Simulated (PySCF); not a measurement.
# TcOF₂: quartet, from a trigonal planar start

Aim: relax TcOF₂ as a quartet from a trigonal planar start, check by its vibrations whether the end is a minimum, and collect its spectrum and constants.

The runs use PySCF 2.14.0; PBE0, basis Tc def2-SVP with ECP28, O def2-SVP, F def2-SVP, scalar-relativistic core potentials, no spin–orbit coupling, density fitting.

**1. The system as given**

4 atoms, charge 0, spin multiplicity 4.

Bond lengths: Tc1–O2 1.770 Å, Tc1–F3 1.920 Å, Tc1–F4 1.920 Å. Angles: O2–Tc1–F3 120.0°, O2–Tc1–F4 120.0°, F3–Tc1–F4 120.0°.

Z-matrix (Å, degrees; charge 0 multiplicity 4):
```
Tc
O  1 1.7700
F  1 1.9200 2 120.00
F  1 1.9200 2 120.00 3 180.00
```

**2. Finding the electronic state**

The steps below are one call of a driver around PySCF. For each, scf.py gives the equivalent set-up of the SCF; relaxations use the driver's own optimiser. After this first run the driver tries any further starts and a stability analysis.

File scf.py:

```python
from pyscf import gto, scf, dft
mol = gto.M(atom='''
Tc     0.000000     0.000000     0.000000
O     -0.885000    -1.532900     0.000000
F      1.920000     0.000000     0.000000
F     -0.960000     1.662800     0.000000''',
    basis={'Tc': 'def2-SVP', 'O': 'def2-SVP', 'F': 'def2-SVP'},
    ecp={'Tc': 'def2-SVP'},
    charge=0, spin=3)
mf = dft.UKS(mol, xc='PBE0')
mf.grids.atom_grid = (50, 194)
aux = {'Tc': 'def2-universal-JKFIT', 'O': 'def2-universal-JKFIT', 'F': 'def2-universal-JKFIT'}
mf = mf.density_fit(auxbasis=aux)
mf.conv_tol = 1e-08
mf.diis_space = 10
mf.max_cycle = 60
mf.init_guess = 'minao'
mf.verbose = 4
mf.kernel()
```

Started as:

```sh
OMP_NUM_THREADS=2 python axn.py task.json out
```

The runs that follow: Trigonal planar start, quartet: relaxation; Frequencies.

What does the calculation give? Wanted: minimum; geometry; wavenumbers; dipole moment; highest occupied, lowest empty level; polar-tensor charge of Tc1; zero-point energy; atomisation energy; ⟨S²⟩.

As calculated:

| quantity | value |
| --- | --- |
| minimum | quartet, C2v |
| geometry | Tc–F 1.847 Å (×2), Tc–O 1.665 Å; F–Tc–F 130.2°, F–Tc–O 114.9° (×2) |
| wavenumbers (cm⁻¹) | 159 (b1), 169 (a1), 237 (b2), 668 (a1), 725 (b2), 1051 (a1) |
| dipole moment | 0.83 D |
| highest occupied, lowest empty level (either spin) | -7.36, -3.83 eV |
| polar-tensor charge of Tc1 | +1.82 e |
| zero-point energy | 18.0 kJ/mol |
| entropy at 298.15 K | 315.7 J/(mol K) |
| atomisation energy (no zero-point energy) | 1488 kJ/mol |
| ⟨S²⟩ | 3.764 |

**Reading.** The trigonal planar start keeps its C2v symmetry and ends in a minimum. In the infrared the band at 725 cm⁻¹ (b2, stretch) leads. Most of the spin sits on Tc1 (Mulliken spin 2.66, against 3 for the whole molecule). Only this shape and spin were tried, so other structures or states may lie lower. One determinant may miss the lowest occupation of an open d or f shell.
